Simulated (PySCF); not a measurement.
# BrH5P: the cost of one run

Computed with PySCF 2.14.0; each step states its level. No surroundings beyond the atoms listed, unless a continuum is named. Atoms count from 0, parts from 1.

## 1. Starting point

7 atoms, charge 1, multiplicity 1; geometry: GFN2-xTB. Parts: 1 = atoms 0–1, `Br`, charge 0; 2 = atoms 2–6, `[PH4+]`, charge 1.

## 2. Optimising the geometry at PBE0-D3(BJ)/def2-TZVPD

The job: settings as JSON, then the geometry in Å.

```
{"job": {"xc": "PBE0", "basis": "def2-TZVPD", "d3": "d3bj", "grid": 3, "kind": "geom", "shake": 0.01}, "charge": 1, "multiplicity": 1, "parts": [{"atoms": "0-1", "charge": 0, "multiplicity": 1}, {"atoms": "2-6", "charge": 1, "multiplicity": 1}]}
Br     0.336286     0.100966    -0.242482
H     -0.735899    -0.726919     0.069251
P      2.941542     2.230256    -1.020993
H      4.060572     3.052078    -1.308343
H      3.125403     1.688161     0.225278
H      1.801798     2.970950    -1.045277
H      2.900354     1.224785    -1.938337
```

Started as:

```console
> OMP_NUM_THREADS=1 python cluster_run.py task.json out
```

One launch serves the whole session: the jobs run in the order shown.

Q: Estimate the wall time and peak memory of this first job on 1 thread of Arm Neoverse V2, shared host.

About 100 s, with a peak of 0.59 GiB.
